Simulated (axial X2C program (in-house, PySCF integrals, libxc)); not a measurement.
**OsBr⁺: bond curves with and without spin–orbit coupling**

What are the state, bond length, wavenumber and bond energy of OsBr⁺, and what does spin–orbit coupling change?

The runs use an in-house X2C program for linear molecules on PySCF integrals; all-electron X2C, Os dyall-cv3z, Br dyall-cv3z.

All values are calculated.

### 1 Input

task.json reads:

```json
{"zs": [76, 35], "q": 1, "bas": ["dyall-cv3z", "dyall-cv3z"], "levels": ["PBE0", "HF", "PW91"], "cc": true, "r0": 2.43, "thr": -2.0, "nmax": 90, "npts": 10, "nst": 2, "ntry": 6}
```

Keys: zs atomic numbers; q charge; bas basis sets; levels methods (HF also brings MP2); cc coupled cluster on or off; r0 starting distance in Å; thr threshold in hartree for freezing inner shells (an s shell follows its p shell); nmax most natural virtual spinors; npts points asked for on the curve; nst determinants followed; ntry starts of the search.

Command:

```
$ python so2c.py task.json out
```

Spin-free means the one-electron spin-free X2C Hamiltonian; two-component (2c) means X2C with spin–orbit coupling and atomic mean-field two-electron Coulomb and Gaunt terms. Basis: Os dyall-cv3z contracted to [13s14p9d6f4g], Br dyall-cv3z contracted to [8s9p6d4f1g]; Gaussian nuclei, density fitting. Masses: Os 191.961 u, Br 78.918 u.

Notation: σ, π±, δ± give the projection m of an orbital's angular momentum (0, ±1, ±2), α and β its spin, Λ and M_S the sums; ω is the projection of a spinor's total angular momentum and Ω the sum. Logs are in hartree.

After this run come: PBE0, spin-free; HF, spin-free; PW91, spin-free; MP2, spin-free; PBE0, 2c; HF, 2c; PW91, 2c; Correlated methods, 2c.

Q: Predict the outcome of this session. Wanted: for each run, Hamiltonian; Re; ωe; De; μ.

As calculated:

Lowest determinant that the search found at its distance, spin-free: M_S = 2, Λ = 0 (beyond closed shells: π+α, π-α, δ+α, δ-α).

Lowest determinant that the search found at its distance, 2c: Ω = 2 (excess of +ω over −ω: ω = -1/2, ω = 5/2).

```csv
Hamiltonian,level,Re (Å),ωe (cm⁻¹),De (eV),μ (D)
spin-free,PBE0,2.247,320,2.99,-2.16
spin-free,MP2,2.241,323,2.64,n/a
spin-free,PW91,2.254,316,3.58,-1.29
2c,PBE0,2.247,318,2.67,-2.13
2c,MP2,2.244,321,2.18,n/a
2c,PW91,2.250,313,3.30,-1.20
```

Dipoles are positive if Br is the positive end and refer to the centre of mass. No constants: spin-free HF (too few points lie around the minimum for a second fit to confirm the first); 2c HF (too few points lie around the minimum for a second fit to confirm the first).

In words: At MP2, going from spin-free to two-component changes Re by +3 mÅ, ωe by -0.9 %, which is small (part of it comes from the scalar share of the two-electron terms). It costs about 2 times the time. De moves by -0.46 eV; both De rest on single-determinant atoms, which can miss part of an open shell's spin–orbit lowering.

De refers to Os+ + Br, each in the lowest determinant found, which need not be this curve's own limit. The state is a single determinant with fixed occupations, the lowest that a limited PBE0 search found. Dissociation energies refer to the lowest single-determinant-based atoms at the same level and basis. Density functionals use the spin component along the axis (collinear). With several unpaired electrons one determinant need not be a pure state. At some level an empty orbital lies below a filled one. The spin-free determinant is spin-contaminated at some levels, which hurts MP2 most.
